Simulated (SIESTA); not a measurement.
NiMoIrPdW:

```
Ni Mo Pd Ir W
1.0
     2.34460   -1.43138    0.00906
     2.34460    1.43138    0.00906
    -2.20600    0.00000   10.92374
Ni Mo Pd Ir W
1 1 1 1 1
Direct
  0.49838 0.49838 0.29525
  0.31773 0.31773 0.91207
  0.24733 0.24733 0.49061
  0.74982 0.74982 0.10802
  0.68673 0.68673 0.69406
```

The cell was built by a generator and needn't be a form met in nature.

| Property | Result |
| --- | --- |
| Program | SIESTA 5.4.2 |
| Task | single point |
| Functional | PBE |
| Potentials or basis | PseudoDojo 0.4 standard (PBE files) |
| Basis | DZP (energy shift 0.003 Ry; two zetas on semicore shells) |
| Grid cutoff | 800 Ry |
| Energy shift | 0.003 Ry |
| k mesh | 11 × 11 × 3 |
| Occupations | fermi-dirac, width 0.05 eV |
| Spin | collinear spin, ferromagnetic start |
| Starting moments | [1.0, 1.0, 0.0, 0.6, 0.0] μB |

On this cell: pressure 2.5 GPa; largest force 0.329 eV/Å; net moment 0.00 μB per cell; band gap on the k mesh none (metal or under the smearing width).

The same run follows on a disturbed copy (atoms moved at random, drawn with an rms of 0.05 Å):

```
Ni Mo Pd Ir W
1.0
     2.34460   -1.43138    0.00906
     2.34460    1.43138    0.00906
    -2.20600    0.00000   10.92374
Ni Mo Pd Ir W
1 1 1 1 1
Direct
  0.49951 0.48754 0.29483
  0.32431 0.32971 0.90989
  0.24487 0.25436 0.49262
  0.73778 0.76003 0.10626
  0.69441 0.68117 0.69390
```

Problem. What does the disturbed cell give?

Solution. The energy (extrapolated to zero smearing) moves by +4.8 meV/atom; pressure 3.0 GPa; largest force 0.611 eV/Å; net moment 0.00 μB per cell; band gap on the k mesh none (metal or under the smearing width).

Forces on the atoms (eV/Å):
```
Ni   0.030  0.104  0.099
Mo  -0.264  0.084 -0.095
Pd  -0.044 -0.080 -0.604
Ir   0.215 -0.195  0.384
W    0.064  0.087  0.216
```

Stress tensor (GPa, compression positive):
```
2.80 0.14 1.01
0.14 1.56 0.13
1.01 0.13 4.50
```

Caveats: short orbitals over semicore shells can move pressures by several GPa; the valence orbitals were made in a potential fitted to the semicore shell under them, which widens gaps by tenths of an eV or more; the basis of atomic orbitals isn't converged, which shifts pressures, moduli and gaps.
